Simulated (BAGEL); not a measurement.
# A workflow on SiHClF2 (SMILES F[SiH](F)Cl)

Aim: a single-point energy (HF/6-31G*), then a single-point energy (NEVPT2(2,2)/6-31G*), then a single-point energy (CASPT2(2,2)/6-31G*) of SiHClF2. 

Program for the calculation: BAGEL 1.2.2.

3 further runs of the same task are left out: 1 that didn't finish, 2 set aside as unsound or not needed.

### 1 The molecule

The species is SiHClF2 (5 atoms), meant as a singlet with charge 0. As SMILES, `F[SiH](F)Cl`. The Si2–F3 distance was set to 2.129 Å, away from the relaxed value.

Bond lengths: F1–Si2 1.577 Å, Si2–Cl4 2.018 Å, Si2–H5 1.465 Å. Angles: F1–Si2–Cl4 109.0°, F1–Si2–H5 109.8°, Cl4–Si2–H5 111.5°. A long bond or contact: Si2–F3 2.129 Å.

### 2 A single-point energy at HF/6-31G(d) (density fitting with svp-jkfit, spherical functions) (run 1)

input.json reads:

```json
{ "bagel" : [

{
  "title" : "molecule",
  "basis" : "6-31gs.json",
  "df_basis" : "svp-jkfit",
  "angstrom" : "false",
  "geometry" : [
    { "atom" : "F", "xyz" : [    -0.55616341,    -2.21071311,     2.60508951 ] },
    { "atom" : "Si", "xyz" : [     0.26681232,    -1.03681525,    -0.00707891 ] },
    { "atom" : "F", "xyz" : [    -0.06330583,     2.96082289,     0.29574214 ] },
    { "atom" : "Cl", "xyz" : [    -2.10177040,    -2.27609764,    -2.72696173 ] },
    { "atom" : "H", "xyz" : [     2.89107499,    -1.72240788,    -0.55887894 ] }
  ]
},

{ "title" : "hf" },

{ "title" : "print", "file" : "orbitals.molden", "orbitals" : "true" }

]}
```

The basis set 6-31G* is read from a file made from the Basis Set Exchange's data (not shown).

Run with:

```sh
$ BAGEL_NUM_THREADS=1 BAGEL input.json > input.out
```

The program printed:

```text
* using 1 threads per process

  ===============================================================
  ===============================================================

  *** Geometry ***

  { "atom" : "F", "xyz" : [     -0.556163,     -2.210713,      2.605090 ] },
  { "atom" : "Si", "xyz" : [      0.266812,     -1.036815,     -0.007079 ] },
  { "atom" : "F", "xyz" : [     -0.063306,      2.960823,      0.295742 ] },
  { "atom" : "Cl", "xyz" : [     -2.101770,     -2.276098,     -2.726962 ] },
  { "atom" : "H", "xyz" : [      2.891075,     -1.722408,     -0.558879 ] },

  Number of auxiliary basis functions:      428

  Since a DF basis is specified, we compute 2- and 3-index integrals:
    o Being stored without compression. Storage requirement is 0.015 GB

  Number of basis functions:       66
  Number of electrons      :       50

    * METHOD: MOLECULE                             0.14

  *** RHF ***

  === Nuclear Repulsion ===
   213.4835991121

      * DIIS with orbital gradients will be used.

  === RHF iteration (6-31gs.json) ===
      0       -947.63748657          0.02729834           0.05
      1       -947.78015027          0.02111074           0.04
      2       -947.93333969          0.00182890           0.04
      3       -947.93507766          0.00083870           0.04
      4       -947.93546348          0.00021232           0.04
      5       -947.93550774          0.00007208           0.06
      6       -947.93551347          0.00002876           0.04
      7       -947.93551450          0.00000436           0.04
      8       -947.93551452          0.00000170           0.03
      9       -947.93551453          0.00000080           0.04
     10       -947.93551453          0.00000021           0.04
     11       -947.93551453          0.00000011           0.04
     12       -947.93551453          0.00000003           0.04
     13       -947.93551453          0.00000001           0.04
     14       -947.93551453          0.00000001           0.04
    * SCF iteration converged.

    * Permanent dipole moment:
           (   -0.588395,     1.194532,     0.305722) a.u.

    * METHOD: HF                                   0.70

    * METHOD: PRINT                                0.01

  ===============================================================
```

Run time: 1 s. Hardware: 1 thread of AMD EPYC 9B14 (Zen 4), shared host; peak memory 0.15 GiB.

### 3 The energy at NEVPT2(2,2)/6-31G(d) (density fitting with svp-jkfit, spherical functions) (run 2)

input.json reads:

```json
{ "bagel": [

{
  "title": "molecule",
  "basis": "6-31gs.json",
  "df_basis": "svp-jkfit",
  "geometry": [
    { "atom": "F", "xyz": [ -0.55616341, -2.21071311,  2.60508951 ] },
    { "atom": "Si", "xyz": [  0.26681232, -1.03681525, -0.00707891 ] },
    { "atom": "F", "xyz": [ -0.06330583,  2.96082289,  0.29574214 ] },
    { "atom": "Cl", "xyz": [ -2.10177040, -2.27609764, -2.72696173 ] },
    { "atom": "H", "xyz": [  2.89107499, -1.72240788, -0.55887894 ] }
  ]
},
{ "title": "hf" },
{
  "title": "nevpt2",
  "nstate": 1,
  "nact": 2,
  "nclosed": 24,
  "nspin": 0,
  "active": [14, 26],
  "maxiter": 200,
  "natocc": true,
  "ncore": 12
},
{ "title": "print", "file": "orbitals.molden", "orbitals": true }

]}
```

The basis set 6-31G* is read from a file made from the Basis Set Exchange's data (not shown).

Run with:

```sh
$ BAGEL_NUM_THREADS=1 BAGEL input.json > input.out
```

The program printed:

```text
* using 1 threads per process

  ===============================================================
  ===============================================================

  *** Geometry ***

  { "atom" : "F", "xyz" : [     -0.556163,     -2.210713,      2.605090 ] },
  { "atom" : "Si", "xyz" : [      0.266812,     -1.036815,     -0.007079 ] },
  { "atom" : "F", "xyz" : [     -0.063306,      2.960823,      0.295742 ] },
  { "atom" : "Cl", "xyz" : [     -2.101770,     -2.276098,     -2.726962 ] },
  { "atom" : "H", "xyz" : [      2.891075,     -1.722408,     -0.558879 ] },

  Number of auxiliary basis functions:      428

  Since a DF basis is specified, we compute 2- and 3-index integrals:
    o Being stored without compression. Storage requirement is 0.015 GB

  Number of basis functions:       66
  Number of electrons      :       50

    * METHOD: MOLECULE                             0.15

  *** RHF ***

  === Nuclear Repulsion ===
   213.4835991121

      * DIIS with orbital gradients will be used.

  === RHF iteration (6-31gs.json) ===
      0       -947.63748657          0.02729834           0.04
      1       -947.78015027          0.02111074           0.04
      2       -947.93333969          0.00182890           0.04
      3       -947.93507766          0.00083870           0.04
      4       -947.93546348          0.00021232           0.04
      5       -947.93550774          0.00007208           0.04
[... 7 lines of this table left out ...]
     13       -947.93551453          0.00000001           0.04
     14       -947.93551453          0.00000001           0.04
    * SCF iteration converged.

    * Permanent dipole moment:
           (   -0.588395,     1.194532,     0.305722) a.u.

    * METHOD: HF                                   0.69

    * freezing 12 orbitals
  ---------------------------
      CASSCF calculation
  ---------------------------

    ==== Active orbitals : =====
         Orbital 14
         Orbital 26
    ============================

    * nstate   :      1
    * nclosed  :     24
    * nact     :      2
    * nvirt    :     40
  === CASSCF iteration (6-31gs.json) ===

    * Using the second-order algorithm

      0  0      -947.93591832     1.14e-04      0.01

      1  0      -947.94012634     8.55e-04      0.18

      2  0      -947.95521321     1.18e-03      0.18

[... 41 lines of this table left out ...]

     24  0      -947.96685458     9.79e-09      0.14

    * Second-order optimization converged. *

     guess   0:   closed 1.                   open ..

  === FCI iteration ===

      0  0      -947.93250640     1.02e-01      0.00
      1  0      -947.96556216     1.53e-02      0.00
      2  0 *    -947.96685458     5.96e-16      0.00

     * ci vector, state   0, <S^2> = 0.0000
       2.     0.9857938430
       .2    -0.1679598138

  === DF-NEVPT2 calculation ===

    * 3-index integral transformation done
    * assembly done

      NEVPT2 correlation energy:   -0.5282330114      0.06

          (+0)     -0.4271863790
          (+0)'    -0.0468546412
          (+1)     -0.0139442816
          (+1)'    -0.0000000000
          (+2)     -0.0007762364
          (-1)     -0.0352391764
          (-1)'     0.0000000000
          (-2)     -0.0042322967

      NEVPT2 total energy:       -948.4950875881

    * METHOD: NEVPT2                               5.58

    * METHOD: PRINT                                0.02

  ===============================================================
```

It took 6.6 s on 1 thread of AMD EPYC 9B14 (Zen 4), shared host; peak memory 0.15 GiB.

### 4 The energy at CASPT2(2,2)/6-31G(d) (density fitting with svp-jkfit, spherical functions) (run 3)

job.json reads:

```json
{ "bagel" : [

{
  "title" : "molecule",
  "basis" : "6-31gs.json",
  "df_basis" : "svp-jkfit",
  "geometry" : [
    { "atom" : "F", "xyz" : [ -0.55616341, -2.21071311,  2.60508951 ] },
    { "atom" : "Si", "xyz" : [  0.26681232, -1.03681525, -0.00707891 ] },
    { "atom" : "F", "xyz" : [ -0.06330583,  2.96082289,  0.29574214 ] },
    { "atom" : "Cl", "xyz" : [ -2.10177040, -2.27609764, -2.72696173 ] },
    { "atom" : "H", "xyz" : [  2.89107499, -1.72240788, -0.55887894 ] }
  ]
},
{ "title" : "hf" },
{ "title" : "casscf", "nstate" : 1, "nact" : 2, "nclosed" : 24, "active" : [14, 26], "maxiter" : 200, "natocc" : true },
{ "title" : "print", "file" : "orbitals.molden", "orbitals" : true },
{ "title" : "smith", "method" : "caspt2", "ms" : true, "xms" : true, "sssr" : true, "shift" : 0.2, "shift_imag" : true, "ncore" : 12 }

]}
```

The basis set 6-31G* is read from a file made from the Basis Set Exchange's data (not shown).

Run with:

```sh
$ BAGEL_NUM_THREADS=1 BAGEL job.json > job.out
```

The program printed:

```text
* using 1 threads per process

  ===============================================================
  ===============================================================

  *** Geometry ***

  { "atom" : "F", "xyz" : [     -0.556163,     -2.210713,      2.605090 ] },
  { "atom" : "Si", "xyz" : [      0.266812,     -1.036815,     -0.007079 ] },
  { "atom" : "F", "xyz" : [     -0.063306,      2.960823,      0.295742 ] },
  { "atom" : "Cl", "xyz" : [     -2.101770,     -2.276098,     -2.726962 ] },
  { "atom" : "H", "xyz" : [      2.891075,     -1.722408,     -0.558879 ] },

  Number of auxiliary basis functions:      428

  Since a DF basis is specified, we compute 2- and 3-index integrals:
    o Being stored without compression. Storage requirement is 0.015 GB

  Number of basis functions:       66
  Number of electrons      :       50

    * METHOD: MOLECULE                             0.15

  *** RHF ***

  === Nuclear Repulsion ===
   213.4835991121

      * DIIS with orbital gradients will be used.

[... 6 lines left out ...]
    * SCF iteration converged.
[... 1 line left out ...]
    * Permanent dipole moment:
[... 27 lines left out ...]
    * Second-order optimization converged. *
[... 9 lines left out ...]
     * ci vector, state   0, <S^2> = 0.0000
[... 16 lines left out ...]
    * Zeroth order energy : state  0       -1.1143717170
[... 4 lines left out ...]
       #      aibj      arbs      arbi      airj      risj      airs      arst      rist         Etot      error   time
[... 2 lines left out ...]
       0  -0.42691  -0.00496  -0.03363  -0.01540  -0.00099  -0.04133  -0.00000  -0.00000   -0.5232136  0.0029980   0.04
       1  -0.42760  -0.00500  -0.03384  -0.01594  -0.00109  -0.04237  -0.00000   0.00000   -0.5258419  0.0005537   0.03
       2  -0.42764  -0.00501  -0.03376  -0.01598  -0.00110  -0.04247  -0.00000  -0.00000   -0.5259653  0.0001292   0.03
       3  -0.42764  -0.00501  -0.03376  -0.01597  -0.00111  -0.04248   0.00000   0.00000   -0.5259699  0.0000320   0.03
       4  -0.42764  -0.00501  -0.03376  -0.01597  -0.00111  -0.04248   0.00000   0.00000   -0.5259702  0.0000071   0.03
       5  -0.42765  -0.00501  -0.03376  -0.01597  -0.00111  -0.04248  -0.00000   0.00000   -0.5259703  0.0000017   0.04
       6  -0.42765  -0.00501  -0.03376  -0.01597  -0.00111  -0.04248  -0.00000   0.00000   -0.5259703  0.0000004   0.04

      ------------------------------------------------------------------------------------------------------------------

    * CASPT2 energy : state  0     -948.4947924588
        w/o shift correction       -948.4928248411
        reference weight              0.8698774604

    * METHOD: SMITH                                0.36

  ===============================================================
```

Wall time 6.6 s (1 thread of AMD EPYC 9B14 (Zen 4), shared host); peak memory 0.15 GiB.

### 5 Summary of results

| quantity | value |
| --- | --- |
| run 1, HF/6-31G*: total energy | -947.93551 Eh |
| run 1, HF/6-31G*: dipole moment | 3.47 D |
| run 1, HF/6-31G*: HOMO energy | -13.84 eV |
| run 1, HF/6-31G*: LUMO energy | 2.26 eV |
| run 1, HF/6-31G*: HOMO–LUMO gap | 16.10 eV |
| run 2, NEVPT2(2,2)/6-31G*: total energy | -948.49509 Eh |
| run 3, CASPT2(2,2)/6-31G*: total energy | -948.49479 Eh |
